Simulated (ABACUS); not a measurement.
# Rh (P6_3/mmc) in ABACUS: reference runs

Reference runs on Rh: the cell as given and a disturbed copy.

All numbers are computed with ABACUS 3.10.1; they aren't measurements. Logs are shortened: lines on timing, memory, paths and dates and some standing lists are left out, and cuts for length are marked.

### 1 The structure

It takes space group P6_3/mmc (No. 194, hexagonal). The conventional cell has a = 2.731 Å, b = 2.731 Å, c = 4.428 Å, α = 90.00°, β = 90.00°, γ = 120.00°. Rh (site symmetry -6m2) is surrounded by 12 Rh at 2.72 to 2.73 Å.

This isn't the form of Rh at room conditions, which is fcc.

### 2 Single point, PBEsol

INPUT

```
INPUT_PARAMETERS
suffix              Rh
calculation         scf
basis_type          pw
pseudo_dir          ./
symmetry            1
dft_functional      pbesol
ecutwfc             89
pseudo_rcut         7
nspin               1
nbands              21
ks_solver           dav
smearing_method     fd
smearing_sigma      0.00367493
scf_thr             1e-08
scf_nmax            100
mixing_type         broyden
mixing_beta         0.7
cal_force           1
cal_stress          1
kpar                4
```

STRU

```
ATOMIC_SPECIES
Rh 102.9055 Rh.upf

LATTICE_CONSTANT
1.8897261246

LATTICE_VECTORS
2.7309790422 0.0000000000 0.0000000000
-1.3654895211 2.3650972278 0.0000000000
0.0000000000 0.0000000000 4.4284890000

ATOMIC_POSITIONS
Direct

Rh
0.0
2
0.3333333333 0.6666666667 0.2500000000 1 1 1
0.6666666667 0.3333333333 0.7500000000 1 1 1
```

KPT

```
K_POINTS
0
Gamma
11 11 6 0 0 0
```

Potentials or basis: PseudoDojo NC SR 0.4.1 PBEsol standard, plane waves.

Run with:

```
OMP_NUM_THREADS=1 mpirun -np 4 abacus > log
```

running log:

```text
ABACUS v3.10.1

               Atomic-orbital Based Ab-initio Computation at UStc

 ------------------------------------------------------------------------------------

 READING GENERAL INFORMATION
                           global_out_dir = OUT.Rh/
                           global_in_card = INPUT
                               pseudo_dir = ./
                              orbital_dir =
                                    DSIZE = 4
                                    GSIZE = 1

 READING UNITCELL INFORMATION
                                    ntype = 1
                  lattice constant (Bohr) = 1.88973
              lattice constant (Angstrom) = 1

 READING ATOM TYPE 1
                               atom label = Rh
                      L=0, number of zeta = 1
                      L=1, number of zeta = 1
                      L=2, number of zeta = 1
             number of atom for this type = 2

                        TOTAL ATOM NUMBER = 2
DIRECT COORDINATES
    atom                   x                   y                   z     mag                  vx                  vy                  vz
taud_Rh1            0.3333333333        0.6666666667        0.2500000000  0.0000        0.0000000000        0.0000000000        0.0000000000
taud_Rh2            0.6666666667        0.3333333333        0.7500000000  0.0000        0.0000000000        0.0000000000        0.0000000000

                          Volume (Bohr^3) = 193.028
                             Volume (A^3) = 28.6037

 Lattice vectors: (Cartesian coordinate: in unit of a_0)
             +2.73098                  +0                  +0
             -1.36549             +2.3651                  +0
                   +0                  +0            +4.42849
 Reciprocal vectors: (Cartesian coordinate: in unit of 2 pi/a_0)
            +0.366169           +0.211408                  -0
                   -0           +0.422816                  -0
                   +0                  -0           +0.225811
 The esolver type has been set to : ksdft_pw

                PAO radial cut off (Bohr) = 7

 Read in pseudopotential file is Rh.upf
                     pseudopotential type = NC
          exchange-correlation functional = PBESOL
                 nonlocal core correction = 1
                        valence electrons = 17
                                     lmax = 2
                           number of zeta = 4
                     number of projectors = 6
                           L of projector = 0
                           L of projector = 0
                           L of projector = 1
                           L of projector = 1
                           L of projector = 2
                           L of projector = 2
     initial pseudo atomic orbital number = 20

 SETUP THE ELECTRONS NUMBER
            electron number of element Rh = 17
      total electron number of element Rh = 34
            AUTOSET number of electrons:  = 34
                           occupied bands = 17
                                   NBANDS = 21
                                   NLOCAL = 18

%%%%%%%%%%%%%%%%%%%%%%%%%%%%%%%%%%%%%%%%%%%%%%%%%%%%%%%%%%%%%%%%%%%%%%%%%%%%%%%%%%%%%%%%%%%%%%%%%%%%%%%%%%
 Warning: the number of valence electrons in pseudopotential > 9 for Rh: [Kr] 4d8 5s1
 Pseudopotentials with additional electrons can yield (more) accurate outcomes, but may be less efficient.
 If you're confident that your chosen pseudopotential is appropriate, you can safely ignore this warning.
%%%%%%%%%%%%%%%%%%%%%%%%%%%%%%%%%%%%%%%%%%%%%%%%%%%%%%%%%%%%%%%%%%%%%%%%%%%%%%%%%%%%%%%%%%%%%%%%%%%%%%%%%%

 SETUP THE PLANE WAVE BASIS
 energy cutoff for charge/potential (unit:Ry) = 356
            fft grid for charge/potential = [ 32, 32, 54 ]
                        fft grid division = [ 1, 1, 1 ]
        big fft grid for charge/potential = [ 32, 32, 54 ]
                                     nbxx = 55296
                                     nrxx = 55296

 SETUP PLANE WAVES FOR CHARGE/POTENTIAL
                    number of plane waves = 21927
                         number of sticks = 649

 PARALLEL PW FOR CHARGE/POTENTIAL
     PROC   COLUMNS(POT)             PW
        1            649          21927
 --------------- sum -------------------
        1            649          21927
                            number of |g| = 1095
                                  max |g| = 32.1976
                                  min |g| = 0

----------- Double Check Mixing Parameters Begin ------------
mixing_type: broyden
mixing_beta: 0.7
mixing_gg0: 1
mixing_gg0_min: 0.1
mixing_ndim: 8
----------- Double Check Mixing Parameters End ------------

 LATTICE VECTORS: (CARTESIAN COORDINATE: IN UNIT OF A0)
             +2.73098                  +0                  +0
             -1.36549             +2.3651                  +0
                   +0                  +0            +4.42849
                       right hand lattice = 1
                                   NORM_A = 2.73098
                                   NORM_B = 2.73098
                                   NORM_C = 4.42849
                           ALPHA (DEGREE) = 90
                           BETA  (DEGREE) = 90
                           GAMMA (DEGREE) = 120

 The lattice vectors have been changed (STRU_SIMPLE.cif)

(for optimal symmetric configuration:)
                             BRAVAIS TYPE = 4
                     BRAVAIS LATTICE NAME = 04. Hexagonal cell
                                    ibrav = 4
                                    IBRAV = 4
                                  BRAVAIS = HEXAGONAL CELL
                       LATTICE CONSTANT A = 2.73098
                                C/A RATIO = 1.62158
Original cell was already a primitive cell.
                        ROTATION MATRICES = 24
              PURE POINT GROUP OPERATIONS = 12
                   SPACE GROUP OPERATIONS = 24
                                       C2 = 3
                                       C3 = 2
                                       C4 = 0
                                       C6 = 0
                                       S1 = 3
                                       S3 = 0
                                       S4 = 0
                                       S6 = 2
                              POINT GROUP = D_3d
                                       C2 = 7
                                       C3 = 2
                                       C4 = 0
                                       C6 = 2
                                       S1 = 7
                                       S3 = 2
                                       S4 = 0
                                       S6 = 2
               POINT GROUP IN SPACE GROUP = D_6h

 SETUP K-POINTS
                                    nspin = 1
                   Input type of k points = Monkhorst-Pack(Gamma)
                                   nkstot = 726
                       right hand lattice = 1
(for reciprocal lattice: )
                             BRAVAIS TYPE = 4
                     BRAVAIS LATTICE NAME = 04. Hexagonal cell
                                    ibrav = 4
                       right hand lattice = 1
(for k-lattice: )
                             BRAVAIS TYPE = 4
                     BRAVAIS LATTICE NAME = 04. Hexagonal cell
                                    ibrav = 4
                       right hand lattice = 1
                        ROTATION MATRICES = 24
                               nkstot_ibz = 64
K-POINTS REDUCTION ACCORDING TO SYMMETRY
     IBZ    DIRECT_X    DIRECT_Y    DIRECT_Z  WEIGHT  ibz2bz
       1  0.00000000  0.00000000  0.00000000  0.0014       0
       2 -0.09090909  0.09090909  0.00000000  0.0083       1
       3 -0.18181818  0.18181818  0.00000000  0.0083       2
       4 -0.27272727  0.27272727  0.00000000  0.0083       3
       5 -0.36363636  0.36363636  0.00000000  0.0083       4
       6 -0.45454545  0.45454545  0.00000000  0.0083       5
[... 22 lines left out ...]
      29 -0.27272727  0.45454545  0.16666667  0.0331     146
      30  0.45454545  0.36363636  0.16666667  0.0331     147
[... 34 further k points ...]

                               nkstot now = 64
[... K-POINTS DIRECT COORDINATES: 64 rows ...]

           k-point number in this process = 16
       minimum distributed K point number = 16
[... stars of the k points ...]

[... K-POINTS CARTESIAN COORDINATES: 16 rows ...]

[... K-POINTS DIRECT COORDINATES: 16 rows ...]

 SETUP PLANE WAVES FOR WAVE FUNCTIONS
     energy cutoff for wavefunc (unit:Ry) = 89
              fft grid for wave functions = [ 32, 32, 54 ]
                    number of plane waves = 3827
                         number of sticks = 199

 PARALLEL PW FOR WAVE FUNCTIONS
     PROC   COLUMNS(POT)             PW
        1            199           3827
 --------------- sum -------------------
        1            199           3827

 SETUP NONLOCAL PSEUDOPOTENTIALS IN PLANE WAVE BASIS
 Rh non-local projectors:
 projector 1 L=0
 projector 2 L=0
 projector 3 L=1
 projector 4 L=1
 projector 5 L=2
 projector 6 L=2
      TOTAL NUMBER OF NONLOCAL PROJECTORS = 36

 Init Non-Local PseudoPotential table :
 Init Non-Local-Pseudopotential done.

                                     npwx = 2755

 Make real space PAO into reciprocal space.
       max mesh points in Pseudopotential = 701
     dq(describe PAO in reciprocal space) = 0.01
                                    max q = 1136

 number of pseudo atomic orbitals for Rh is 4
WARNING: norm of atomic wavefunction # 3 of atomic type Rh is 0.999885, renormalized
WARNING: norm of atomic wavefunction # 4 of atomic type Rh is 0.993215, renormalized

 -------------------------------------------
 SELF-CONSISTENT
 -------------------------------------------
                                 init_chg = atomic

 PW ALGORITHM --------------- ION=   1  ELEC=   1--------------------------------
 Notice: Threshold on eigenvalues was too large.
 hsover_error=0.34 > DRHO=0.266944
 Origin diag ethr = 0.01
 New diag ethr = 0.000785131

 Density error is 0.271527468486
                          Error Threshold = 0.000785130707389
----------------------------------------------------------
     Energy           Rydberg                 eV
----------------------------------------------------------
 E_KohnSham     -468.7553480792      -6377.7437018507
 E_Harris       -476.4132500877      -6481.9348038918
 E_Fermi        1.6753041984         22.7936829814
----------------------------------------------------------
[... 51 lines left out ...]
 Density error is 7.47102270295e-09
                          Error Threshold = 2.00112437737e-08
----------------------------------------------------------
     Energy           Rydberg                 eV
----------------------------------------------------------
 E_KohnSham     -468.8530344978      -6379.0727937603
 E_KS(sigma->0) -468.8519272344      -6379.0577286692
 E_Harris       -468.8531753631      -6379.0747103320
 E_band         -14.6135342006       -198.8273330459
 E_one_elec     -107.5113464977      -1462.7669120209
 E_Hartree      77.7170075302        1057.3941339190
 E_xc           -75.1280098408       -1022.1690132346
 E_Ewald        -363.9284711627      -4951.5008722417
 E_entropy(-TS) -0.0022145268        -0.0301301822
 E_descf        0.0000000000         0.0000000000
 E_exx          0.0000000000         0.0000000000
 E_Fermi        1.5786260038         21.4783086621
----------------------------------------------------------

 charge density convergence is achieved
 final etot is -6379.0727938 eV
 EFERMI = 21.478308662 eV

 STATE ENERGY(eV) AND OCCUPATIONS    NSPIN == 1
 1/16 kpoint (Cartesian) = 0.0000 0.0000 0.0000 (2755 pws)
       1       -57.3102     0.00275482
       2       -57.2118     0.00275482
       3       -25.5045     0.00275482
       4       -24.9313     0.00275482
       5       -24.9313     0.00275482
       6       -24.8495     0.00275482
[... 13 lines left out ...]
      20        22.1418    4.75373e-09
      21        29.6384    3.64885e-74
[... 98 lines left out ...]
       5       -25.2312      0.0165289
       6       -25.0741      0.0165289
[... 13 lines left out ...]
      20        27.1172    1.73487e-51
      21        31.2803    1.20082e-87

[... levels at 10 further k points ...]

------------------------------------------------------------------------------------------
 TOTAL-FORCE (eV/Angstrom)
------------------------------------------------------------------------------------------
                       Rh1         0.0000000000         0.0000000000         0.0000000000
                       Rh2         0.0000000000         0.0000000000         0.0000000000
------------------------------------------------------------------------------------------

----------------------------------------------------------------
 TOTAL-STRESS (KBAR)
----------------------------------------------------------------
      -130.0718584103         0.0000000000         0.0000000000
         0.0000000000      -130.0718584045        -0.0000000000
         0.0000000000        -0.0000000000      -143.8194268697
----------------------------------------------------------------
 TOTAL-PRESSURE: -134.654381 KBAR

 --------------------------------------------
 !FINAL_ETOT_IS -6379.0727937603005557 eV
 --------------------------------------------
```

It took 4.4 s on 4 MPI ranks of Intel Xeon 6975P-C (Granite Rapids), shared host; peak memory 0.36 GiB.

What came out:

| Property | Result |
| --- | --- |
| Free energy | -6379.0728 eV |
| Pressure | -13.5 GPa |
| Band gap on the k mesh | none (metal or under the smearing width) |

Stress tensor (GPa, compression positive):
```
-13.01   0.00   0.00
  0.00 -13.01   0.00
  0.00   0.00 -14.38
```

### 3 Single point, PBEsol (atoms moved at random, drawn with an rms of 0.05 Å)

Changes to INPUT since step 2:

```diff
@@ -20,2 +20,4 @@
 cal_stress          1
-kpar                4
+out_chg             1
+out_pot             2
+out_elf             1
```

Changes to STRU since step 2:

```diff
@@ -17,3 +17,3 @@
 2
-0.3333333333 0.6666666667 0.2500000000 1 1 1
-0.6666666667 0.3333333333 0.7500000000 1 1 1
+0.3268750000 0.6463710000 0.2421170000 1 1 1
+0.6651250000 0.3500480000 0.7605450000 1 1 1
```

KPT is that of step 2.

Potentials or basis: PseudoDojo NC SR 0.4.1 PBEsol standard, plane waves.

Run with:

```
OMP_NUM_THREADS=1 mpirun -np 4 abacus > log
```

running log:

```text
ABACUS v3.10.1

               Atomic-orbital Based Ab-initio Computation at UStc

 ------------------------------------------------------------------------------------

 READING GENERAL INFORMATION
                           global_out_dir = OUT.Rh/
                           global_in_card = INPUT
                               pseudo_dir = ./
                              orbital_dir =
                                    DSIZE = 4
                                    GSIZE = 1

 READING UNITCELL INFORMATION
                                    ntype = 1
                  lattice constant (Bohr) = 1.88973
              lattice constant (Angstrom) = 1
[... 332 lines left out ...]
 final etot is -6379.0263341 eV
 EFERMI = 21.488012889 eV
The vacuum level is 21.825568589 eV

 STATE ENERGY(eV) AND OCCUPATIONS    NSPIN == 1
 1/364 kpoint (Cartesian) = 0.0000 0.0000 0.0000 (691 pws)
       1       -57.3150     0.00275482
       2       -57.2106     0.00275482
       3       -25.5220     0.00275482
       4       -24.9594     0.00275482
       5       -24.9092     0.00275482
       6       -24.8461     0.00275482
[... 128 lines left out ...]
      20        27.1037    9.20028e-52
      21        31.0930    2.05803e-86

[... levels at 358 further k points ...]

------------------------------------------------------------------------------------------
 TOTAL-FORCE (eV/Angstrom)
------------------------------------------------------------------------------------------
                       Rh1        -0.1573768836         0.3290370532         0.7193893515
                       Rh2         0.1573768836        -0.3290370532        -0.7193893515
------------------------------------------------------------------------------------------

----------------------------------------------------------------
 TOTAL-STRESS (KBAR)
----------------------------------------------------------------
      -113.7512249869        -4.0163044679        -4.6154703919
        -4.0163044679      -129.5181438272         8.6776140181
        -4.6154703919         8.6776140181      -121.0645554974
----------------------------------------------------------------
 TOTAL-PRESSURE: -121.444641 KBAR

 --------------------------------------------
 !FINAL_ETOT_IS -6379.0263341116342417 eV
 --------------------------------------------
```

stdout:

```text
ABACUS v3.10.1

               Atomic-orbital Based Ab-initio Computation at UStc

%%%%%%%%%%%%%%%%%%%%%%%%%%%%%%%%%%%%%%%%%%%%%%%%%%%%%%%%%%%%%%%%%%%%%%%%%%%%%%%%%%%%%%%%%%%%%%%%%%%%%%%%%
[... 32 lines left out ...]
----------------------------------------------------------------
 TOTAL-STRESS (KBAR)
----------------------------------------------------------------
      -113.7512249869        -4.0163044679        -4.6154703919
        -4.0163044679      -129.5181438272         8.6776140181
        -4.6154703919         8.6776140181      -121.0645554974
----------------------------------------------------------------
 TOTAL-PRESSURE: -121.444641 KBAR
```

Wall time 36 s (4 MPI ranks of Intel Xeon 6975P-C (Granite Rapids), shared host); peak memory 0.56 GiB.

What came out:

```
Free energy            : -6379.0263 eV
Pressure               : -12.1 GPa
Largest force          : 0.807 eV/Å
Band gap on the k mesh : none (metal or under the smearing width)
```

Forces in eV/Å, atoms in the order of the input:
```
Rh  -0.157  0.329  0.719
Rh   0.157 -0.329 -0.719
```

Stress tensor (GPa, compression positive):
```
-11.38  -0.40  -0.46
 -0.40 -12.95   0.87
 -0.46   0.87 -12.11
```
